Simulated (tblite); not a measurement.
# H38N4Si38: the cost of one run

Programs: tblite 0.8.0 and PySCF 2.14.0, with routines of our own; each step states its level. All values are computed. Atoms count from 0.

### Step 1. The starting structure

80 atoms, charge 0, multiplicity 1; geometry from: force field, distance geometry or constructed start.

### Step 2. Relaxing the molecule with GFN2-xTB

What the job is given:

```
{"job": {"kind": "relax", "xc": "GFN2-xTB", "basis": "xTB"}, "charge": 0, "multiplicity": 1}
Si    -3.208400     0.810600    -3.103300
Si    -0.628700    -1.915400    -3.240200
Si    -0.640900     0.685300    -5.865100
Si    -0.626600     0.619400     4.555900
Si    -1.932300    -0.648300     3.245800
Si    -3.203300     0.491000     1.790600
Si    -0.639900    -1.951300     1.949700
Si    -3.196600    -1.790500    -0.490000
Si    -0.645600     0.647400    -0.649900
Si    -1.957300    -0.637300    -1.947100
Si    -1.933400    -3.243600     0.645000
Si    -0.628400    -4.564100    -0.615000
Si    -0.686700     3.236300    -3.230600
Si    -1.955300     1.952900    -4.564100
Si    -0.627700     3.238400     1.918200
Si    -3.215200     3.102300    -0.806100
Si    -0.645700     5.868000    -0.686700
Si    -1.958600     4.558000    -1.954500
Si    -1.955100     1.950400     0.639000
Si     1.934100     0.648000    -3.239700
Si     0.623600    -0.611200    -4.560600
Si     1.956600    -1.952000     4.561200
Si     3.216700    -0.807800     3.108300
Si     0.679100    -3.239900     3.234100
Si     0.646600    -0.685000     5.867000
Si     1.948400     0.635600     1.951200
Si     1.955200    -1.946300    -0.637200
Si     3.199400    -0.490900    -1.792000
Si     3.213900    -3.101300     0.810400
Si     0.626600    -3.232900    -1.914600
Si     0.651900    -0.648900     0.648400
Si     1.955600    -4.560100     1.953700
Si     0.645100    -5.866000     0.685700
Si     0.627600     1.916700     3.237000
Si     1.932500     3.244200    -0.650400
Si     3.200500     1.795400     0.488600
Si     0.639200     1.953100    -1.957100
Si     0.626800     4.564600     0.612400
N     -4.049000     1.957400    -1.961400
H     -4.603300     2.572800    -2.568200
N     -4.042900    -0.658600     0.660100
H     -4.580000    -1.272400     1.270500
N      4.047700     0.657300    -0.659900
H      4.588500     1.266300    -1.268600
N      4.046400    -1.959600     1.963700
H      4.596600    -2.567800     2.566000
H     -4.123900     0.035500    -3.870800
H     -1.450500    -2.742800    -4.051900
H     -1.428000    -0.098400    -6.761000
H      0.162800     1.501800    -6.712800
H     -1.450700     1.432300     5.388900
H     -2.747900    -1.466400     4.070900
H     -4.111200     1.263300     2.569500
H     -4.114200    -2.571000    -1.266700
H     -2.753800    -4.072100     1.469200
H     -1.450300    -5.382800    -1.439000
H      0.151500     4.052400    -4.060000
H     -2.776300     2.785100    -5.388400
H     -1.450100     4.053500     2.749400
H     -4.127200     3.872200    -0.036400
H     -1.433400     6.762100     0.100300
H      0.164800     6.714500    -1.503000
H     -2.777300     5.388400    -2.776700
H      2.754300     1.471200    -4.070100
H      1.455500    -1.436300    -5.383800
H      2.774100    -2.775700     5.389000
H      4.128700    -0.032300     3.869000
H     -0.142400    -4.059800     4.064000
H     -0.164900    -1.506400     6.709800
H      1.426900     0.095400     6.767100
H      4.109800    -1.267700    -2.566100
H      4.124500    -3.873900     0.038000
H      1.452100    -4.055500    -2.741200
H      2.779400    -5.382800     2.779000
H     -0.156200    -6.714500     1.497400
H      1.436900    -6.762800    -0.099400
H      1.448100     2.744800     4.054900
H      2.755100     4.073200    -1.462300
H      4.110400     2.565700     1.260200
H      1.447800     5.380800     1.442100
```

Run with:

```console
$ OMP_NUM_THREADS=8 python large_run.py task.json out
```

One launch serves the whole session: the jobs run in the order shown.

Q: Estimate the wall time and peak memory of this first job on 8 threads of Arm Neoverse V2, shared host.

About 38 s, with a peak of 0.16 GiB.
